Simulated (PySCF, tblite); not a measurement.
# C₆H₉NO₂Si: geometry, infrared bands and NMR shifts

Wanted: the infrared bands and NMR shifts of C₆H₉NO₂Si (`C=C(C#N)C[SiH2]C(=O)OC`), by calculation.

The runs use tblite 0.8.0 and PySCF 2.14.0, with density-fitted response routines of our own; the level of theory stands in each step. All values are computed, except where a source is named. Atoms count from 0, in the outputs and in this text.

## Step 1: The starting structure

19 atoms, charge 0, multiplicity 1; geometry from: force field or distance geometry start.

Bonds of the start (Å): C0–C1 1.35, C1–C2 1.41, C2–N3 1.18, C1–C4 1.52, C4–Si5 1.89, Si5–C6 1.90, C6–O7 1.23, C6–O8 1.36, O8–C9 1.42, C0–H10 1.10, C0–H11 1.08, C4–H12 1.10, C4–H13 1.09, Si5–H14 1.48, Si5–H15 1.48, C9–H16 1.10, C9–H17 1.10, C9–H18 1.09.

## Step 2: Geometry optimisation with GFN2-xTB

What the job is given:

```
{"job": {"kind": "relax", "xc": "GFN2-xTB", "basis": "xTB"}, "charge": 0, "multiplicity": 1}
C     -3.323100    -1.250900     0.811900
C     -2.625800    -0.130300     0.548700
C     -3.282000     1.019500     0.050200
N     -3.822700     1.972500    -0.380900
C     -1.139900    -0.055900     0.862700
Si    -0.019900     0.013700    -0.661600
C      1.803000     0.086400    -0.135200
O      2.054600    -0.119100     1.053800
O      2.728700     0.353900    -1.095700
C      4.067900     0.394000    -0.619800
H     -4.404200    -1.301100     0.618800
H     -2.871800    -2.143500     1.224900
H     -0.952700     0.833100     1.484000
H     -0.823800    -0.916300     1.457100
H     -0.286700    -1.179100    -1.499600
H     -0.387100     1.204000    -1.466500
H      4.193400     1.185900     0.129700
H      4.721100     0.617300    -1.473200
H      4.361200    -0.575000    -0.210000
```

Started as:

```
$ OMP_NUM_THREADS=1 python probes_run.py task.json out
```

The driver reads the jobs from task.json and runs them one after another.

**Question.** This job is followed by: GFN2-xTB harmonic vibrations, gas phase; GIAO PBE0/pcSseg-1 NMR shielding, non-relativistic, gas phase. Predict these results of the whole session: strongest single infrared mode (GFN2-xTB); zero-point energy (GFN2-xTB); ¹³C shifts against TMS (PBE0/pcSseg-1); ¹H shifts against TMS (PBE0/pcSseg-1, means over atoms taken as alike); ¹⁵N shifts against NH3 (PBE0/pcSseg-1); ²⁹Si shifts against TMS (PBE0/pcSseg-1); ¹⁷O shifts against H2O (PBE0/pcSseg-1).

The runs gave:

```
                                                              quantity                                       value
                             strongest single infrared mode (GFN2-xTB)                       1740 cm⁻¹, 289 km/mol
                                          zero-point energy (GFN2-xTB)                               83.9 kcal/mol
                                ¹³C shifts against TMS (PBE0/pcSseg-1)  187.5, 137.1, 126.7, 123.6, 52.8, 23.6 ppm
¹H shifts against TMS (PBE0/pcSseg-1, means over atoms taken as alike)            6.08, 6.01, 4.46, 3.94, 2.24 ppm
                                ¹⁵N shifts against NH3 (PBE0/pcSseg-1)                                   318.0 ppm
                               ²⁹Si shifts against TMS (PBE0/pcSseg-1)                                   -54.4 ppm
                                ¹⁷O shifts against H2O (PBE0/pcSseg-1)                            514.4, 222.4 ppm
```

In words: The optimisation took 73 steps and gained 0.273 eV; among the close pairs (by a distance rule), C2–N3 changed most, from 1.177 to 1.146 Å. No mode is imaginary among the 51: a minimum at this level. The strongest single mode, at 1740 cm⁻¹, moves mainly C6 and O7. GFN2-xTB is a fitted tight-binding method: band positions and strengths are rough. Its intensities can rank the bands wrongly. At PBE0/pcSseg-1: The largest span, 851 ppm, is at O7, where the paramagnetic term is -583 ppm.
